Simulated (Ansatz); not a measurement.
# Lu3Si: the cost of one run

All numbers are computed with Ansatz 0.2.0, driven from Python. Level of theory: DFT LDA, plane waves, PAW.

**1. The system**

Symmetry: Pm-3m, No. 221, cubic system. Conventional cell: a = 4.541 Å, b = 4.541 Å, c = 4.541 Å, α = 90.00°, β = 90.00°, γ = 90.00°. Lu (site symmetry 4/mmm) has 8 Lu at 3.21 Å and 4 Si at 3.21 Å in its first shell of neighbours. Around Si (site symmetry m-3m) lie 12 Lu at 3.21 Å.

No structure file is read: the coordinates are typed or built in the script.

**2. The script**

ecut_lu3si.py

```python
# -*- coding: utf-8 -*-
import warnings

import ansatz as az
import pandas as pd

XC = "lda"
SMEARING = "Fermi-Dirac"
SMEARING_WIDTH = 0.05

warnings.simplefilter("ignore", az.DeckWarning)

crystal = (
    az.Lattice.cubic(4.541419)
    .space_group(221)
    .atom("Lu", (0.0, 0.5, 0.5))
    .atom("Si", (0.0, 0.0, 0.0))
)

calc = (
    crystal.calculation()
    .functional(XC)
    .kpoints(6, center="monkhorst-pack")
    .occupations(SMEARING, width=SMEARING_WIDTH)
    .forces()
    .stress()
)

rows = []
for value in [300, 375, 450, 525]:
    r = calc.basis(value).run().report
    rows.append((value, r["free_energy_ev"] / len(r["lattice"]["sites"]), r["n_iterations"], sum(r["stress_gpa"][i][i] for i in range(3)) / 3, max(abs(f) for row in r["forces_ev_ang"] for f in row), r["n_pw"]))

table = pd.DataFrame(rows, columns=["cutoff (eV)", "F/atom (eV)", "iterations", "P (GPa)", "max component (eV/A)", "plane waves"])
print(table.round(5).to_string(index=False))

for row in rows[:-1]:
    shift = 1000 * (row[1] - rows[-1][1])
    print(f"{row[0]}: {shift:+.2f} meV/atom" + ("  (within 1 meV)" if abs(shift) < 1 else ""))
```

**3. The run**

Run with:

```sh
> python ecut_lu3si.py
```

What time and memory should one allow on 1 thread of Arm Neoverse V2, shared host?

About 15 s, with a peak of 0.49 GiB.
